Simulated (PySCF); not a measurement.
**C6H3Cl2F: electronic excitations**

What electronic excitations should C6H3Cl2F (`FCC#CC#CC(Cl)Cl`) show?

Computed with PySCF 2.14.0, with density-fitted response routines of our own, on a single molecule in the gas phase. Atoms are numbered from 0 throughout.

**1. The molecule as given**

12 atoms, charge 0, multiplicity 1; geometry from: GFN2-xTB.

Bonds of the start (Å): F0–C1 1.38, C1–C2 1.44, C2–C3 1.21, C3–C4 1.36, C4–C5 1.21, C5–C6 1.43, C6–Cl7 1.80, C6–Cl8 1.80, C1–H9 1.10, C1–H10 1.10, C6–H11 1.09.

**2. Excited states and response: CAM-B3LYP/def2-SVPD**

The job: settings as JSON, then the geometry in Å.

```
{"job": {"kind": "uv", "xc": "CAM-B3LYP", "basis": "def2-SVPD", "nstates": 8, "ntriplets": 3}, "charge": 0, "multiplicity": 1}
F     -3.749116     1.319790     0.802560
C     -3.305654     0.036775     0.572504
C     -1.883510     0.008965     0.321227
C     -0.693617     0.053516     0.119335
C      0.641364     0.059642    -0.112754
C      1.831767     0.131335    -0.311255
C      3.238259     0.124182    -0.556883
Cl     4.078567    -0.877533     0.678145
Cl     3.579455    -0.544072    -2.191408
H     -3.859782    -0.341723    -0.296495
H     -3.552637    -0.551771     1.465898
H      3.676102     1.124339    -0.516901
```

Level: TDDFT CAM-B3LYP/def2-SVPD, vertical, gas phase, core orbitals frozen in the response.

Run with:

```sh
OMP_NUM_THREADS=1 python probes_run.py task.json out
```

This one command runs all jobs of the session in turn.

The log of the run:

```text
coarse grid: 12712 points
cycle   1  E = -1249.6294129383  dE =  1.550e+00  |g| = 6.990e-01  |ddm| = 2.128e+01
cycle   2  E = -1249.5692445489  dE =  6.017e-02  |g| = 9.295e-01  |ddm| = 5.776e+00
cycle   3  E = -1249.7447759468  dE = -1.755e-01  |g| = 1.195e-01  |ddm| = 2.735e+00
cycle   4  E = -1249.7467484698  dE = -1.973e-03  |g| = 8.017e-02  |ddm| = 5.156e-01
cycle   5  E = -1249.7483050713  dE = -1.557e-03  |g| = 1.467e-02  |ddm| = 2.477e-01
cycle   6  E = -1249.7483499734  dE = -4.490e-05  |g| = 4.191e-03  |ddm| = 1.025e-01
cycle   7  E = -1249.7483540662  dE = -4.093e-06  |g| = 1.110e-03  |ddm| = 2.875e-02
final grid: 118464 points
cycle   8  E = -1249.9043510916  dE = -2.506e-05  |g| = 4.439e-03  |ddm| = 2.494e-01
cycle   9  E = -1249.9043500182  dE =  1.073e-06  |g| = 5.326e-03  |ddm| = 2.555e-02
cycle  10  E = -1249.9043547009  dE = -4.683e-06  |g| = 3.908e-04  |ddm| = 1.002e-02
cycle  11  E = -1249.9043547312  dE = -3.032e-08  |g| = 1.474e-04  |ddm| = 2.141e-03
cycle  12  E = -1249.9043547351  dE = -3.954e-09  |g| = 9.767e-05  |ddm| = 5.936e-04
cycle  13  E = -1249.9043547375  dE = -2.372e-09  |g| = 1.426e-05  |ddm| = 2.803e-04
cycle  14  E = -1249.9043547376  dE = -7.094e-11  |g| = 5.067e-06  |ddm| = 8.449e-05
converged SCF energy = -1249.9043547376

Static polarisability (au): isotropic 113.384, principal 69.641 84.438 186.073

Singlet excitations
state   eV       nm        f      main configurations
  1   4.2801    289.7   0.00007   H->L 0.90
  2   4.6066    269.1   0.00131   H->L+1 0.48, H-1->L 0.46
  3   4.7451    261.3   0.00101   H-1->L+1 0.91
  4   6.2888    197.2   0.00147   H-2->L 0.36, H->L+2 0.25, H-4->L 0.10
  5   6.4549    192.1   0.34313   H-3->L 0.33, H->L+1 0.11, H-3->L+2 0.11
  6   6.5068    190.5   0.15561   H-2->L+1 0.43, H-3->L 0.23
  7   6.5092    190.5   0.00750   H-3->L+1 0.27, H-4->L 0.20, H-2->L 0.20
  8   6.8218    181.7   0.99017   H-2->L+1 0.29, H-1->L 0.26, H->L+1 0.18

Triplet excitations (Tamm-Dancoff, eV): 3.6377 3.9171 4.0085
```

Run time: 2.3 min. Hardware: 1 thread of Intel Xeon at 2.50GHz, shared host; peak memory 1 GiB.

The orbitals next to the gap, with their largest atomic shares:

| orbital | eV | atoms |
| --- | --- | --- |
| HOMO−3 | -10.66 | Cl7 40 %, Cl8 40 %, C6 12 % |
| HOMO−2 | -10.43 | Cl7 47 %, Cl8 47 % |
| HOMO−1 | -9.30 | C2 24 %, C5 23 %, C4 20 % |
| HOMO | -9.01 | C5 22 %, C2 21 %, C3 19 % |
| LUMO | -0.85 | C5 16 %, C2 16 %, C4 14 % |
| LUMO+1 | -0.66 | C5 17 %, C4 16 %, C2 15 % |
| LUMO+2 | 0.68 | Cl8 26 %, Cl7 26 %, C6 17 % |

With each of the 8 states as a Gaussian band of 0.4 eV half-width at 1/e, the curve within the window shown has maxima at 184 nm (ε 52,000) L/(mol cm). Beyond the last state computed it falls off for lack of states. The curve at chosen wavelengths:

(nm, ε (L/mol/cm)): (174, 24328), (180, 46217), (187, 49234), (193, 34846), (200, 16299), (206, 6362), (213, 1534), (219, 353), (226, 51), (232, 14), (239, 19), (245, 37), (252, 63), (258, 82), (265, 92), (271, 88), (278, 73), (284, 56), (291, 37), (297, 24), (304, 14), (310, 8), (317, 4), (323, 2), (330, 1), (336, 1)

Ground-state properties from the same run:

| property | computed |
| --- | --- |
| dipole moment (D) | 1.14 |
| polarisability (Å³) | 16.80 |
| HOMO–LUMO gap (eV) | 8.16 |
| −ε(HOMO) (eV) | 9.01 |

**3. Summary of results**

| quantity | value |
| --- | --- |
| lowest singlet (CAM-B3LYP/def2-SVPD) | 4.28 eV (290 nm), f = 0.000 |
| brightest single state of those computed | state 8, 6.82 eV, f = 0.990 |
| lowest triplet | 3.64 eV |

In words: The lowest singlet, at 4.28 eV, is HOMO→LUMO 0.90 and is dark; of the 8 states computed, the strongest absorption comes from state 8 at 6.82 eV (the last computed, so partners may be missing). The lowest triplet lies 0.64 eV below the lowest singlet (triplets in Tamm-Dancoff, singlets in full TDDFT).
